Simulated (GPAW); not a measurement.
WAu, 2 atoms in the cell. It takes space group F-43m (No. 216, cubic). The conventional cell has a = 5.102 Å, b = 5.102 Å, c = 5.102 Å, α = 90.00°, β = 90.00°, γ = 90.00°. W (site symmetry -43m) has 4 Au at 2.21 Å as nearest neighbours. Around Au (site symmetry -43m) lie 4 W at 2.21 Å. The cell was built by a generator and needn't be a form met in nature.

| Quantity | Value |
| --- | --- |
| Program | GPAW 26.7.0 |
| Task | Fermi surface |
| Functional | PBE |
| Potentials or basis | GPAW PAW data sets (gpaw-data 1.2.1) |
| Cutoff | 510 eV |
| Basis | pw |
| k mesh | 8 × 8 × 8 |
| Occupations | fermi-dirac, width 0.05 eV |
| Spin | no spin polarisation |
| Maxiter | 150 |
| Fermi k mesh | 12 × 12 × 12 |

Potentials or basis: GPAW PAW data sets (gpaw-data 1.2.1), pw.

Launch:

```bash
$ OMP_NUM_THREADS=1 python run.py
```

Hardware: 1 thread of Arm Neoverse V2, with other jobs on the host.

Problem. Estimate the wall time of this run.

Solution. It took 24 s on 1 thread of Arm Neoverse V2, with other jobs on the host, peak memory 0.21 GiB. Counts: scf iterations 17, plane waves 893, bands 25, k points 29.
